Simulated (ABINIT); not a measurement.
# SiO (F-43m) in ABINIT: reference runs

How does SiO come out in PBE? The cell is run as given and disturbed.

All numbers are computed with ABINIT 10.8.3 (patched build); they aren't measurements. Logs are shortened: lines on timing, memory, paths and dates and some standing lists are left out, and cuts for length are marked. The log counts tension as positive stress, the text compression.

**1. Starting point**

Symmetry: F-43m, No. 216, cubic system. The conventional cell has a = 4.867 Å, b = 4.867 Å, c = 4.867 Å, α = 90.00°, β = 90.00°, γ = 90.00°. Si (site symmetry -43m) has 4 O at 2.11 Å as nearest neighbours. O (site symmetry -43m) is surrounded by 4 Si at 2.11 Å.

The cell was built by a generator and needn't be a form met in nature.

**2. Single point, PBE**

Input file run.abi:

```
pp_dirpath "./"
pseudos "Si.GGA_PBE-JTH.xml, O.GGA_PBE-JTH.xml"

acell 3*1.0
rprim
     0.0000000000     4.5989130859     4.5989130859
     4.5989130859     0.0000000000     4.5989130859
     4.5989130859     4.5989130859     0.0000000000
ntypat 2
znucl 14 8
natom 2
typat 1 2
xred
     0.7500000000     0.7500000000     0.7500000000
     0.0000000000     0.0000000000     0.0000000000

ecut 23.0
pawecutdg 45.0
pawxcdev 0

kptopt 1
ngkpt 9 9 9
nshiftk 1
shiftk 0.0 0.0 0.0

ixc 11

nband 9
occopt 3
tsmear 0.05 eV

nstep 100
tolvrs 1.0e-9

iomode 3
prtwf 0
prtden 0
prteig 0
prtebands 0
enunit 1
```

Potentials or basis: JTH PAW PBE v2.0.

The run is started by

```console
> abinit run.abi > log 2>&1
```

run.abo:

```text
.Version 10.8.3 of ABINIT
 Symmetries : space group F-4 3 m (#216); Bravais cF (face-center cubic)
================================================================================
 Values of the parameters that define the memory need of the present run
     intxc =       0    ionmov =       0      iscf =      17    lmnmax =       8
     lnmax =       4     mgfft =      30  mpssoang =       2    mqgrid =    3001
     natom =       2  nloc_mem =       2    nspden =       1   nspinor =       1
    nsppol =       1      nsym =      24    n1xccc =       1    ntypat =       2
    occopt =       3   xclevel =       2
       mpw =        1037          nfft =       27000          nkpt =          35
 PAW method is used; the additional fine FFT grid is defined by:
   mgfftf=        40    nfftf =     64000
================================================================================
================================================================================

--------------------------------------------------------------------------------
------------- Echo of variables that govern the present computation ------------
--------------------------------------------------------------------------------
 -outvars: echo values of preprocessed input variables --------
            acell      1.0000000000E+00  1.0000000000E+00  1.0000000000E+00 Bohr
              amu      2.80855000E+01  1.59994000E+01
             ecut      2.30000000E+01 Hartree
           enunit           1
              ixc          11
         kptrlatt        9    0    0      0    9    0      0    0    9
          kptrlen      5.85346073E+01
            natom           2
            nband           9
            ngfft          30      30      30
          ngfftdg          40      40      40
             nkpt          35
            nstep         100
             nsym          24
           ntypat           2
           occopt           3
        pawecutdg      4.50000000E+01 Hartree
         pawxcdev           0
           prtden           0
        prtebands           0
           prteig           0
            prtwf           0
            rprim      0.0000000000E+00  4.5989130859E+00  4.5989130859E+00
                       4.5989130859E+00  0.0000000000E+00  4.5989130859E+00
                       4.5989130859E+00  4.5989130859E+00  0.0000000000E+00
          spgroup         216
           tolvrs      1.00000000E-09
           tsmear      1.83746611E-03 Hartree
            typat      1  2
           useylm           1
           xangst      3.6504599975E+00  3.6504599975E+00  3.6504599975E+00
                       0.0000000000E+00  0.0000000000E+00  0.0000000000E+00
            xcart      6.8983696288E+00  6.8983696288E+00  6.8983696288E+00
                       0.0000000000E+00  0.0000000000E+00  0.0000000000E+00
             xred      7.5000000000E-01  7.5000000000E-01  7.5000000000E-01
                       0.0000000000E+00  0.0000000000E+00  0.0000000000E+00
            znucl       14.00000    8.00000

================================================================================

 chkinp: Checking input parameters for consistency.

================================================================================
== DATASET  1 ==================================================================

--- !DatasetInfo
iteration_state: {dtset: 1, }
dimensions: {natom: 2, nkpt: 35, mband: 9, nsppol: 1, nspinor: 1, nspden: 1, mpw: 1037, }
cutoff_energies: {ecut:  23.0, pawecutdg:  45.0, }
electrons: {nelect:   1.00000000E+01, charge:   0.00000000E+00, occopt:   3.00000000E+00, tsmear:   1.83746611E-03, }
meta: {optdriver: 0, ionmov: 0, optcell: 0, iscf: 17, paral_kgb: 0, }
...

 Exchange-correlation functional for the present dataset will be:
  GGA: Perdew-Burke-Ernzerhof functional - ixc=11
  J.P.Perdew, K.Burke, M.Ernzerhof, PRL 77, 3865 (1996)

 Real(R)+Recip(G) space primitive vectors, cartesian coordinates (Bohr,Bohr^-1):
 R(1)=  0.0000000  4.5989131  4.5989131  G(1)= -0.1087213  0.1087213  0.1087213
 R(2)=  4.5989131  0.0000000  4.5989131  G(2)=  0.1087213 -0.1087213  0.1087213
 R(3)=  4.5989131  4.5989131  0.0000000  G(3)=  0.1087213  0.1087213 -0.1087213
 Unit cell volume ucvol=  1.9453404E+02 bohr^3
 Angles (23,13,12)=  6.00000000E+01  6.00000000E+01  6.00000000E+01 degrees

 Coarse grid specifications (used for wave-functions):

 getcut: wavevector=  0.0000  0.0000  0.0000  ngfft=  30  30  30
         ecut(hartree)=     23.000   => boxcut(ratio)=   2.13897

 Fine grid specifications (used for densities):

 getcut: wavevector=  0.0000  0.0000  0.0000  ngfft=  40  40  40
         ecut(hartree)=     45.000   => boxcut(ratio)=   2.03666

--- Pseudopotential description ------------------------------------------------
- pspini: atom type   1  psp file is ./Si.GGA_PBE-JTH.xml
 Pseudopotential format is: paw10
 basis_size (lnmax)=  4 (lmn_size=  8), orbitals=   0   0   1   1
 Spheres core radius: rc_sph= 1.90944987
 Shapefunction is BESSEL type: shapef(r,l)=aa(1,l)*jl(q(1,l)*r)+aa(2,l)*jl(q(2,l)*r)
 Radius for shape functions =  1.60149249
 Compensation charge density is not taken into account in XC energy/potential

- pspini: atom type   2  psp file is ./O.GGA_PBE-JTH.xml
 Pseudopotential format is: paw10
 basis_size (lnmax)=  4 (lmn_size=  8), orbitals=   0   0   1   1
 Spheres core radius: rc_sph= 1.41465230
 Shapefunction is SIN type: shapef(r)=[sin(pi*r/rshp)/(pi*r/rshp)]**2
 Radius for shape functions =  1.20231231
 Compensation charge density is not taken into account in XC energy/potential

   9.32418002E+01                                ecore*ucvol(ha*bohr**3)
--------------------------------------------------------------------------------

[... 7 lines left out ...]

     iter   Etot(hartree)      deltaE(h)  residm     nres2
 ETOT  1  -20.107528768376    -2.011E+01 8.905E-02 2.211E+01
 ETOT  2  -20.119092164588    -1.156E-02 3.148E-02 3.252E+01
 ETOT  3  -20.080831714156     3.826E-02 2.624E-03 1.005E+00
 ETOT  4  -20.081091410419    -2.597E-04 4.917E-04 3.077E-02
 ETOT  5  -20.081122780530    -3.137E-05 1.475E-04 1.706E-03
 ETOT  6  -20.081143712929    -2.093E-05 5.376E-05 2.300E-04
 ETOT  7  -20.081146358855    -2.646E-06 2.167E-05 5.736E-05
 ETOT  8  -20.081146786223    -4.274E-07 1.181E-05 7.483E-06
 ETOT  9  -20.081146889445    -1.032E-07 8.441E-06 5.523E-07
 ETOT 10  -20.081146911969    -2.252E-08 4.604E-06 2.553E-08
 ETOT 11  -20.081146917863    -5.894E-09 4.659E-06 2.769E-08
 ETOT 12  -20.081146919440    -1.576E-09 4.410E-06 4.428E-09
 ETOT 13  -20.081146919874    -4.347E-10 4.433E-06 1.209E-09
 ETOT 14  -20.081146919997    -1.228E-10 4.166E-06 1.057E-09
 ETOT 15  -20.081146920032    -3.488E-11 4.166E-06 2.498E-11

 At SCF step   15       nres2   =  2.50E-11 < tolvrs=  1.00E-09 =>converged.

 Cartesian components of stress tensor (hartree/bohr^3)
  sigma(1 1)=  1.12113940E-05  sigma(3 2)=  0.00000000E+00
  sigma(2 2)=  1.12113940E-05  sigma(3 1)=  0.00000000E+00
  sigma(3 3)=  1.12113940E-05  sigma(2 1)=  0.00000000E+00

--- !ResultsGS
iteration_state: {dtset: 1, }
comment   : Summary of ground state results
lattice_vectors:
- [  0.0000000,   4.5989131,   4.5989131, ]
- [  4.5989131,   0.0000000,   4.5989131, ]
- [  4.5989131,   4.5989131,   0.0000000, ]
lattice_lengths: [   6.50385,    6.50385,    6.50385, ]
lattice_angles: [ 60.000,  60.000,  60.000, ] # degrees, (23, 13, 12)
lattice_volume:   1.9453404E+02
convergence: {deltae: -3.488E-11, res2:  2.498E-11, residm:  4.166E-06, diffor: null, }
etotal    :  -2.00811469E+01
entropy   :   0.00000000E+00
fermie    :   2.25888194E-01
cartesian_stress_tensor: # hartree/bohr^3
- [  1.12113940E-05,   0.00000000E+00,   0.00000000E+00, ]
- [  0.00000000E+00,   1.12113940E-05,   0.00000000E+00, ]
- [  0.00000000E+00,   0.00000000E+00,   1.12113940E-05, ]
pressure_GPa:  -3.2985E-01
xred      :
- [  7.5000E-01,   7.5000E-01,   7.5000E-01, Si]
- [  0.0000E+00,   0.0000E+00,   0.0000E+00,  O]
cartesian_forces: # hartree/bohr
- [ -0.00000000E+00,  -0.00000000E+00,  -0.00000000E+00, ]
- [ -0.00000000E+00,  -0.00000000E+00,  -0.00000000E+00, ]
force_length_stats: {min:   0.00000000E+00, max:   0.00000000E+00, mean:   0.00000000E+00, }
...

 Integrated electronic density in atomic spheres:
 ------------------------------------------------
 Atom  Sphere_radius  Integrated_density
    1        1.90945          1.36755250
    2        1.41465          4.48797447

================================================================================

 ----iterations are completed or convergence reached----

 Mean square residual over all n,k,spin=   14.771E-09; max=  41.663E-07
 reduced coordinates (array xred) for    2 atoms
       0.750000000000      0.750000000000      0.750000000000
       0.000000000000      0.000000000000      0.000000000000
 rms dE/dt=  0.0000E+00; max dE/dt=  0.0000E+00; dE/dt below (all hartree)
    1       0.000000000000      0.000000000000      0.000000000000
    2       0.000000000000      0.000000000000      0.000000000000

 cartesian coordinates (angstrom) at end:
    1      3.65045999749629     3.65045999749629     3.65045999749629
    2      0.00000000000000     0.00000000000000     0.00000000000000

 cartesian forces (hartree/bohr) at end:
    1     -0.00000000000000    -0.00000000000000    -0.00000000000000
    2     -0.00000000000000    -0.00000000000000    -0.00000000000000
 frms,max,avg= 0.0000000E+00 0.0000000E+00   0.000E+00  0.000E+00  0.000E+00 h/b

 cartesian forces (eV/Angstrom) at end:
    1     -0.00000000000000    -0.00000000000000    -0.00000000000000
    2     -0.00000000000000    -0.00000000000000    -0.00000000000000
 frms,max,avg= 0.0000000E+00 0.0000000E+00   0.000E+00  0.000E+00  0.000E+00 e/A
 length scales=  1.000000000000  1.000000000000  1.000000000000 bohr
              =  0.529177210544  0.529177210544  0.529177210544 angstroms
 Fermi (or HOMO) energy (eV) =   6.14673   Average Vxc (eV)=  -9.95729
 Eigenvalues (   eV  ) for nkpt=  35  k points:
 kpt#   1, nband=  9, wtk=  0.00137, kpt=  0.0000  0.0000  0.0000 (reduced coord)
 -14.81946    0.00641    0.77228    0.77228    0.77228    9.74731    9.74731    9.74731
  16.46394
 prteigrs : prtvol=0 or 1, do not print more k-points.

--- !EnergyTerms
iteration_state     : {dtset: 1, }
comment             : Components of total free energy in Hartree
kinetic             :  8.91223579532892E+00
hartree             :  5.80397747478028E+00
xc                  : -5.30202621779513E+00
Ewald energy        : -1.50527825403050E+01
psp_core            :  4.79308408753512E-01
local_psp           : -1.79649712767613E+01
PAW spherical_terms :  3.04328971883273E+00
internal            : -2.00809686371660E+01
'-kT*entropy'       : -1.79329116485348E-04
total_energy        : -2.00811479662825E+01
total_energy_eV     : -5.46435873573209E+02
...

--- !EnergyTermsDC
iteration_state     : {dtset: 1, }
comment             : '"Double-counting" decomposition of free energy'
band_energy         : -9.52770384613287E-01
Ewald energy        : -1.50527825403050E+01
psp_core            :  4.79308408753512E-01
xc_dc               : -5.62121078224524E+00
PAW spherical_terms :  1.06648770749454E+00
internal            : -2.00809675909155E+01
'-kT*entropy'       : -1.79329116485348E-04
total_energy_dc     : -2.00811469200320E+01
total_energy_dc_eV  : -5.46435845103282E+02
...

--- !EnergyTermsWithPAWCore
iteration_state     : {dtset: 1, }
comment             : 'Components of total free energy, including PAW core contributions'
Total energy        : -3.65242414414436E+02
Total energy DC     : -3.65242413368186E+02
Total energy (eV)   : -9.93875241204589E+03
Total energy DC (eV): -9.93875238357596E+03
...

 Cartesian components of stress tensor (hartree/bohr^3)
  sigma(1 1)=  1.12113940E-05  sigma(3 2)=  0.00000000E+00
  sigma(2 2)=  1.12113940E-05  sigma(3 1)=  0.00000000E+00
  sigma(3 3)=  1.12113940E-05  sigma(2 1)=  0.00000000E+00

-Cartesian components of stress tensor (GPa)         [Pressure= -3.2985E-01 GPa]
- sigma(1 1)=  3.29850601E-01  sigma(3 2)=  0.00000000E+00
- sigma(2 2)=  3.29850601E-01  sigma(3 1)=  0.00000000E+00
- sigma(3 3)=  3.29850601E-01  sigma(2 1)=  0.00000000E+00

== END DATASET(S) ==============================================================
================================================================================

 -outvars: echo values of variables after computation  --------
            acell      1.0000000000E+00  1.0000000000E+00  1.0000000000E+00 Bohr
           etotal     -2.0081146920E+01
            fcart     -0.0000000000E+00 -0.0000000000E+00 -0.0000000000E+00
                      -0.0000000000E+00 -0.0000000000E+00 -0.0000000000E+00
            rprim      0.0000000000E+00  4.5989130859E+00  4.5989130859E+00
                       4.5989130859E+00  0.0000000000E+00  4.5989130859E+00
                       4.5989130859E+00  4.5989130859E+00  0.0000000000E+00
           strten      1.1211394035E-05  1.1211394035E-05  1.1211394035E-05
                       0.0000000000E+00  0.0000000000E+00  0.0000000000E+00
           xangst      3.6504599975E+00  3.6504599975E+00  3.6504599975E+00
                       0.0000000000E+00  0.0000000000E+00  0.0000000000E+00
             xred      7.5000000000E-01  7.5000000000E-01  7.5000000000E-01
                       0.0000000000E+00  0.0000000000E+00  0.0000000000E+00
 Calculation completed.
```

Wall time 16 s (1 thread of Arm Neoverse V1, shared host); peak memory 0.09 GiB.

Results:

```
Free energy                                           : -546.4358 eV
Pressure                                              : -0.3 GPa
Band gap on the k mesh                                : none (metal or under the smearing width)
Valence electrons inside the program's atomic spheres : Si 1.37; O 4.49
```

Levels at points of the mesh, in eV from the Fermi level:
```tsv
k point	band 2	band 3	band 4	band 5	band 6	band 7	band 8	band 9
(0.00, 0.00, 0.00)	-6.14	-5.37	-5.37	-5.37	3.60	3.60	3.60	10.32
```

**3. Single point, PBE (atoms moved at random, drawn with an rms of 0.05 Å)**

Input file run.abi:

```
# Pseudopotentials
pp_dirpath "./"
pseudos "Si.GGA_PBE-JTH.xml, O.GGA_PBE-JTH.xml"

# Structure
acell 3*1.0
rprim
     0.0000000000     4.5989130859     4.5989130859
     4.5989130859     0.0000000000     4.5989130859
     4.5989130859     4.5989130859     0.0000000000
ntypat 2
znucl 14 8
natom 2
typat 1 2
xred
     0.7548200000     0.7432130000     0.7557210000
    -0.0291860000    -0.0003250000     0.0127120000
chkprim 0
chksymtnons 0
tolsym 1.0e-6

# Plane-wave basis
ecut 23.0
pawecutdg 45.0
pawxcdev 0

# k points
kptopt 1
ngkpt 9 9 9
nshiftk 1
shiftk 0.0 0.0 0.0

# Exchange and correlation
ixc 11

# Bands and occupations
nband 9
occopt 3
tsmear 0.00183747

# SCF cycle
nstep 100
tolvrs 1.0e-9

# Output
iomode 3
prtwf 0
prteig 0
prtebands 0
prtden 1
prtvha 1
prtvclmb 1
prtpot 1
```

Potentials or basis: JTH PAW PBE v2.0.

The run is started by

```console
> abinit run.abi > log 2>&1
```

run.abo:

```text
.Version 10.8.3 of ABINIT
 Symmetries : space group P1 (#  1); Bravais aP (primitive triclinic)
================================================================================
 Values of the parameters that define the memory need of the present run
     intxc =       0    ionmov =       0      iscf =      17    lmnmax =       8
     lnmax =       4     mgfft =      30  mpssoang =       2    mqgrid =    3001
     natom =       2  nloc_mem =       2    nspden =       1   nspinor =       1
    nsppol =       1      nsym =       1    n1xccc =       1    ntypat =       2
    occopt =       3   xclevel =       2
       mpw =        1037          nfft =       27000          nkpt =         365
 PAW method is used; the additional fine FFT grid is defined by:
   mgfftf=        40    nfftf =     64000
================================================================================
================================================================================

--------------------------------------------------------------------------------
------------- Echo of variables that govern the present computation ------------
--------------------------------------------------------------------------------
 -outvars: echo values of preprocessed input variables --------
            acell      1.0000000000E+00  1.0000000000E+00  1.0000000000E+00 Bohr
              amu      2.80855000E+01  1.59994000E+01
          chkprim           0
      chksymtnons           0
             ecut      2.30000000E+01 Hartree
                       outvar_i_n : Printing only first  50 k-points.
              ixc          11
[... 220 lines left out ...]
internal            : -2.00812539410288E+01
'-kT*entropy'       : -2.01867608515779E-04
total_energy_dc     : -2.00814558086373E+01
total_energy_dc_eV  : -5.46444250390428E+02
...

--- !EnergyTermsWithPAWCore
iteration_state     : {dtset: 1, }
comment             : 'Components of total free energy, including PAW core contributions'
Total energy        : -3.65242717447360E+02
Total energy DC     : -3.65242722256791E+02
Total energy (eV)   : -9.93876065799182E+03
Total energy DC (eV): -9.93876078886310E+03
...

 Cartesian components of stress tensor (hartree/bohr^3)
  sigma(1 1)=  1.76451398E-05  sigma(3 2)= -6.89820877E-06
  sigma(2 2)=  4.52091239E-06  sigma(3 1)=  1.29574582E-05
  sigma(3 3)=  3.61271179E-06  sigma(2 1)=  1.30664561E-05

-Cartesian components of stress tensor (GPa)         [Pressure= -2.5281E-01 GPa]
- sigma(1 1)=  5.19137936E-01  sigma(3 2)= -2.02952309E-01
- sigma(2 2)=  1.33009835E-01  sigma(3 1)=  3.81221583E-01
- sigma(3 3)=  1.06289651E-01  sigma(2 1)=  3.84428412E-01

== END DATASET(S) ==============================================================
================================================================================

 -outvars: echo values of variables after computation  --------
            acell      1.0000000000E+00  1.0000000000E+00  1.0000000000E+00 Bohr
           etotal     -2.0081455809E+01
            fcart     -3.5827493755E-04  2.1764227722E-03  2.2657325749E-03
                       3.5827493755E-04 -2.1764227722E-03 -2.2657325749E-03
            rprim      0.0000000000E+00  4.5989130859E+00  4.5989130859E+00
                       4.5989130859E+00  0.0000000000E+00  4.5989130859E+00
                       4.5989130859E+00  4.5989130859E+00  0.0000000000E+00
           strten      1.7645139801E-05  4.5209123880E-06  3.6127117938E-06
                      -6.8982087749E-06  1.2957458222E-05  1.3066456126E-05
           xangst      3.6478657373E+00  3.6761129967E+00  3.6456730276E+00
                       3.0145498659E-02 -4.0091785333E-02 -7.1819149991E-02
             xred      7.5482000000E-01  7.4321300000E-01  7.5572100000E-01
                      -2.9186000000E-02 -3.2500000000E-04  1.2712000000E-02
 Calculation completed.
```

Run time: 2 min. Hardware: 1 thread of Arm Neoverse V1, shared host; peak memory 0.19 GiB.

Results:

- Free energy: -546.4443 eV
- Pressure: -0.3 GPa
- Largest force: 0.163 eV/Å
- Band gap on the k mesh: none (metal or under the smearing width)
- Valence electrons inside the program's atomic spheres: Si 1.37; O 4.48

Forces on the atoms (eV/Å):
```
Si  -0.018  0.112  0.117
O    0.018 -0.112 -0.117
```

Stress tensor (GPa, compression positive):
```
-0.52 -0.38 -0.38
-0.38 -0.13  0.20
-0.38  0.20 -0.11
```
